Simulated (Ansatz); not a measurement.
**C11H13ClHf: up Jacob's ladder to CCSD(T)**

One table from this session's results is given with a row withheld; the runs are named, their logs left out.

Method: functionals in def2-TZVPP, the program's frozen cores in correlated methods; program: Ansatz 0.2.0, Gaussian basis.

Plan: LDA (SPW92), PBE-D4, revPBE-D4, BLYP-D4, r2SCAN-D4, B97M-V, PBE0-D4, B3LYP-D4, r2SCANh-D4, r2SCAN0-D4, HSE06-D4, BHLYP-D4, CAM-B3LYP-D4, LC-ωPBE, ωB97X-V, ωB97M-V, B2PLYP, PBE-QIDH; CCSD(T)/def2-SVP; CCSD(T)/def2-TZVPP; MP2/def2-QZVPP; extrapolation to the limit; RPA on PBE.

### The geometry

An earlier PBE0-D4 in a triple-zeta def2 set relaxation fixed the geometry. Hf takes the def2 core potential; no spin-orbit term is included.

26 atoms, charge 0, spin multiplicity 1.

Atoms are counted from 1 here; the program's logs count them from 0.

Bond lengths: C1–Hf2 2.260 Å, C1–H14 1.095 Å, C1–H15 1.095 Å, C1–H16 1.095 Å, Hf2–Cl3 2.410 Å, Hf2–C4 2.529 Å, Hf2–C5 2.531 Å, Hf2–C6 2.512 Å, Hf2–C7 2.516 Å, Hf2–C8 2.523 Å, Hf2–C9 2.503 Å, Hf2–C10 2.509 Å, Hf2–C11 2.530 Å, Hf2–C12 2.540 Å, Hf2–C13 2.538 Å, C4–C5 1.408 Å, C4–C8 1.412 Å, C4–H17 1.079 Å and more. Angles: Hf2–C1–H14 109.5°, Hf2–C1–H15 110.0°, Hf2–C1–H16 115.1°, H14–C1–H15 107.4°, H14–C1–H16 107.2°, H15–C1–H16 107.3°, C1–Hf2–Cl3 97.6°, C1–Hf2–C4 92.3°, C1–Hf2–C5 75.6°, C1–Hf2–C6 95.4°, C1–Hf2–C7 127.0°, C1–Hf2–C8 124.5°, C1–Hf2–C9 131.1°, C1–Hf2–C10 103.6°, C1–Hf2–C11 77.2°, C1–Hf2–C12 85.0°, C1–Hf2–C13 116.8°, Cl3–Hf2–C4 84.3° and more.

Geometry (Å):

```xyz
26
charge 0, multiplicity 1
C    -1.4476   -1.6062   -0.8768
Hf   -0.1107   -0.2906    0.3834
Cl   -0.3937   -1.4552    2.4740
C    -2.0632    1.1040    1.1832
C    -2.0684    1.1953   -0.2214
C    -0.8975    1.8740   -0.6197
C    -0.1770    2.2194    0.5474
C    -0.8958    1.7402    1.6588
C     2.3273    0.2417    0.1930
C     1.8265    0.2055   -1.1321
C     1.4572   -1.1219   -1.4197
C     1.7320   -1.9079   -0.2790
C     2.2824   -1.0698    0.7074
H    -2.4428   -1.6577   -0.4218
H    -1.0482   -2.6253   -0.9079
H    -1.5808   -1.2770   -1.9128
H    -2.7998    0.6023    1.7921
H    -2.8248    0.8000   -0.8805
H    -0.6148    2.1058   -1.6357
H     0.7567    2.7599    0.5803
H    -0.5941    1.8144    2.6929
H     2.7079    1.1110    0.7080
H     1.7508    1.0466   -1.8046
H     1.0257   -1.4762   -2.3431
H     1.5254   -2.9620   -0.1691
H     2.5676   -1.3701    1.7038
```

The first run:

File in.yaml:

```yaml
crystal:
  periodic: [false, false, false]
  atoms:
    - {symbol: C, position_ang: [-1.447576, -1.606242, -0.876765]}
    - {symbol: Hf, position_ang: [-0.110737, -0.290644, 0.383400]}
    - {symbol: Cl, position_ang: [-0.393682, -1.455157, 2.474031]}
    - {symbol: C, position_ang: [-2.063238, 1.103964, 1.183177]}
    - {symbol: C, position_ang: [-2.068430, 1.195306, -0.221432]}
    - {symbol: C, position_ang: [-0.897498, 1.873962, -0.619698]}
    - {symbol: C, position_ang: [-0.177042, 2.219398, 0.547438]}
    - {symbol: C, position_ang: [-0.895784, 1.740223, 1.658767]}
    - {symbol: C, position_ang: [2.327308, 0.241685, 0.192957]}
    - {symbol: C, position_ang: [1.826492, 0.205488, -1.132079]}
    - {symbol: C, position_ang: [1.457175, -1.121905, -1.419720]}
    - {symbol: C, position_ang: [1.732012, -1.907926, -0.278994]}
    - {symbol: C, position_ang: [2.282365, -1.069847, 0.707351]}
    - {symbol: H, position_ang: [-2.442790, -1.657666, -0.421778]}
    - {symbol: H, position_ang: [-1.048199, -2.625259, -0.907935]}
    - {symbol: H, position_ang: [-1.580848, -1.277037, -1.912816]}
    - {symbol: H, position_ang: [-2.799842, 0.602276, 1.792063]}
    - {symbol: H, position_ang: [-2.824847, 0.799978, -0.880484]}
    - {symbol: H, position_ang: [-0.614793, 2.105818, -1.635714]}
    - {symbol: H, position_ang: [0.756670, 2.759893, 0.580256]}
    - {symbol: H, position_ang: [-0.594136, 1.814427, 2.692942]}
    - {symbol: H, position_ang: [2.707881, 1.110978, 0.707966]}
    - {symbol: H, position_ang: [1.750806, 1.046551, -1.804559]}
    - {symbol: H, position_ang: [1.025694, -1.476159, -2.343098]}
    - {symbol: H, position_ang: [1.525412, -2.961976, -0.169051]}
    - {symbol: H, position_ang: [2.567619, -1.370129, 1.703773]}
basis:
  gaussian: {orbitals: def2-TZVPP}
hamiltonian: {xc: lda}
output: {orbitals: {seedname: orbitals}}
```

Run with:

```bash
$ ansatz run in.yaml --threads 11 --pin off --events-out ev --progress --plain --max-ram 110592MiB --backend cuda --devices 0, --max-vram 75GiB
```

Steps of the session up to this table: LDA; PBE-D4 (GGA); revPBE-D4 (GGA); BLYP-D4 (GGA); r2SCAN-D4 (meta-GGA); B97M-V (meta-GGA); PBE0-D4 (hybrid); B3LYP-D4 (hybrid); r2SCANh-D4 (hybrid); r2SCAN0-D4 (hybrid); HSE06-D4 (hybrid); BHLYP-D4 (hybrid); CAM-B3LYP-D4 (range-separated); LC-ωPBE (range-separated); ωB97X-V (range-separated); ωB97M-V (range-separated); B2PLYP (double hybrid); PBE-QIDH (double hybrid).

One table of the session follows, with a row left open; its other results are not shown here.

It belongs to the step «Orbital energies across the functionals». 

| functional | HOMO (eV) | gap (eV) |
| --- | --- | --- |
| LDA (SPW92) | -6.02 | 3.74 |
| PBE-D4 | -5.83 | 3.83 |
| revPBE-D4 | ? | ? |
| BLYP-D4 | -5.65 | 3.80 |
| r2SCAN-D4 | -6.03 | 4.21 |
| B97M-V | -6.08 | 4.29 |
| PBE0-D4 | -6.85 | 5.74 |
| B3LYP-D4 | -6.63 | 5.32 |
| r2SCANh-D4 | -6.41 | 4.92 |
| r2SCAN0-D4 | -6.98 | 5.98 |
| HSE06-D4 | -6.46 | 4.98 |
| BHLYP-D4 | -7.68 | 7.61 |
| CAM-B3LYP-D4 | -8.04 | 8.03 |
| LC-ωPBE | -9.33 | 10.38 |
| ωB97X-V | -8.99 | 9.98 |
| ωB97M-V | -8.89 | 9.76 |

Estimate the missing values for revPBE-D4.

The run gave: HOMO (eV): -5.76; gap (eV): 3.87. In the column «HOMO (eV)» it lies between PBE-D4 (-5.83) and BLYP-D4 (-5.65).
